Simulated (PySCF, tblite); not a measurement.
# C₃H₈F₂O₂Si₂: geometry, infrared bands and NMR shifts

Aim: predict the infrared bands and NMR shifts of C₃H₈F₂O₂Si₂ (`C=C(O[SiH3])O[C@H](F)[SiH2]F`).

The runs use tblite 0.8.0 and PySCF 2.14.0, with density-fitted response routines of our own; the level of theory stands in each step. All values are computed, except where a source is named. Atoms count from 0, in the outputs and in this text.

### 1 Starting geometry

17 atoms, charge 0, multiplicity 1; geometry from: force field or distance geometry start.

Bonds of the start (Å): C0–C1 1.34, C1–O2 1.40, O2–Si3 1.66, C1–O4 1.37, O4–C5 1.43, C5–F6 1.37, C5–Si7 1.87, Si7–F8 1.60, C0–H9 1.08, C0–H10 1.09, Si3–H11 1.50, Si3–H12 1.48, Si3–H13 1.48, C5–H14 1.10, Si7–H15 1.50, Si7–H16 1.49.

### 2 Optimising the geometry with GFN2-xTB

Job settings and geometry (Å):

```
{"job": {"kind": "relax", "xc": "GFN2-xTB", "basis": "xTB"}, "charge": 0, "multiplicity": 1}
C      0.296800     1.305400     1.417100
C      0.775900     0.449400     0.509000
O      2.099700     0.681200     0.115300
Si     2.889700    -0.282600    -0.976900
O      0.097500    -0.627100    -0.007300
C     -1.256400    -0.909000     0.373200
F     -1.411000    -2.244200     0.117200
Si    -2.638700    -0.026200    -0.519400
F     -2.726800     1.484400     0.002200
H      0.909300     2.123000     1.776500
H     -0.711700     1.270000     1.832200
H      3.043600    -1.664300    -0.416000
H      4.240100     0.267600    -1.207300
H      2.168400    -0.337500    -2.267200
H     -1.368600    -0.806200     1.462600
H     -3.963200    -0.666900    -0.223500
H     -2.451500    -0.004800    -1.997500
```

The run is started by

```bash
$ OMP_NUM_THREADS=1 python probes_run.py task.json out
```

The driver reads the jobs from task.json and runs them one after another.

**Question.** This job is followed by: GFN2-xTB harmonic vibrations, gas phase; GIAO PBE0/pcSseg-1 NMR shielding, non-relativistic, gas phase. What will the session give for the following? strongest single infrared mode (GFN2-xTB); zero-point energy (GFN2-xTB); 13C shifts against TMS (PBE0/pcSseg-1); 1H shifts against TMS (PBE0/pcSseg-1, means over atoms taken as alike); 17O shifts against H2O (PBE0/pcSseg-1); 29Si shifts against TMS (PBE0/pcSseg-1); 19F shifts against CFCl3 (PBE0/pcSseg-1).

**Answer**, as computed:

| quantity | value |
| --- | --- |
| strongest single infrared mode (GFN2-xTB) | 2256 cm⁻¹, 377 km/mol |
| zero-point energy (GFN2-xTB) | 64.4 kcal/mol |
| 13C shifts against TMS (PBE0/pcSseg-1) | 169.0, 111.5, 68.2 ppm |
| 1H shifts against TMS (PBE0/pcSseg-1, means over atoms taken as alike) | 6.12, 5.18, 5.11, 4.89, 3.92, 3.81 ppm |
| 17O shifts against H2O (PBE0/pcSseg-1) | 176.6, 106.0 ppm |
| 29Si shifts against TMS (PBE0/pcSseg-1) | -3.7, -41.7 ppm |
| 19F shifts against CFCl3 (PBE0/pcSseg-1) | -178.9, -231.2 ppm |

**Reading.** Over 288 steps the energy fell by 0.675 eV; of the close pairs, C1–O2 changed most, 1.400 to 1.329 Å. All 45 modes are real, so the xTB geometry is a minimum. The strongest single mode, at 2256 cm⁻¹, moves mainly H13 and H11. GFN2-xTB is a fitted tight-binding method: band positions and strengths are rough. Its intensities can rank the bands wrongly. C1 (alkene carbon bearing oxygen) lies farthest downfield among carbon, at 169.0 ppm; an sp2 carbon further deshielded by the attached heteroatom. The most deshielded hydrogen is H14 (hydrogen on an sp3 CH bonded to F and O and Si), at 6.12 ppm: its carbon carries F and O, hence the downfield position. At PBE0/pcSseg-1: Shielding is most anisotropic at F6 (span 244 ppm, paramagnetic term -125 ppm).
